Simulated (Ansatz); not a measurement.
# LiBr+ (doublet): from Hartree-Fock to the top rungs at distance Br1–Li2 = 8.570 Å, cc-pVDZ

The task here is to estimate one member of a computed series from the others.

Computed with Ansatz 0.2.0, Gaussian basis. Level: cc-pVDZ, core rule «outside noble gas», up to 15 orbitals frozen.

To be run: UHF; CCSD(T) on ROHF; CCSD(T) on UHF; BCCD(T) on ROHF; CCSDT(Q) on ROHF; CCSDT(Q) on UHF; Full CI.

67 further runs of the same task are left out: 52 for a known fault of the program, 10 that didn't finish, 5 set aside as unsound or not needed.

## The geometry

The geometry derives from a PBE0/def2-TZVP stationary point (not a proven minimum). One bond is set to the value named and the two fragments are kept rigid. No spin-orbit coupling is included. The filled d shell of Br may be among the frozen orbitals whatever the setting's name suggests; the logs give the count.

2 atoms, charge 1, spin multiplicity 2.

Atoms are counted from 1 here; the program's logs count them from 0.

No contacts short enough for the rule that draws bonds.

The first run:

Input file in.yaml:

```yaml
crystal:
  periodic: [false, false, false]
  atoms:
    - {symbol: Br, position_ang: [0.000000, 0.000000, 0.000000]}
    - {symbol: Li, position_ang: [0.000000, 0.000000, 8.570000]}
basis:
  gaussian: {orbitals: cc-pVDZ}
total_charge: 1
magnetization: {spin_polarized: true, initial_magnetization: 1}
hamiltonian: {xc: hf}
output: {orbitals: {seedname: orbitals}}
```

Command:

```sh
> ansatz run in.yaml --threads 1 --pin off --events-out ev --progress --plain --max-ram 2393MiB
```

Among the steps run: UHF; CCSD(T) on ROHF; CCSD(T) on UHF; BCCD(T) on ROHF; CCSDT(Q) on ROHF; CCSDT(Q) on UHF; Full CI.

One of the session's tables, all rows but one given; the rest of the session is left out.

It belongs to the step «Misses and costs». 

| method | from FCI (meV) |
| --- | --- |
| ROHF | ? |
| UHF | +2931.9 |
| RMP2 | +402.3 |
| UMP2 | +416.0 |
| RCCSD | +33.2 |
| UCCSD | +29.1 |
| RCCSD(T) | +8.6 |
| UCCSD(T) | +6.1 |
| BCCD(T) | +8.4 |
| RCCSDT | +4.0 |
| UCCSDT | +1.9 |
| RCCSDT(Q) | +0.3 |
| UCCSDT(Q) | -1.8 |
| FCI | 0 |

Q: Estimate the row for ROHF from the others.

**Answer.** from FCI (meV): +3026.2. In the column «from FCI (meV)» it is the highest.

To keep in mind: Levels on UHF freeze UHF's core orbitals, full CI those of ROHF, so the U rows can settle a little off it for that reason alone. Restricted and unrestricted rows rest on different reference determinants; where their highest levels disagree by more than a few hundredths of an eV, they describe different states and don't form one ladder.
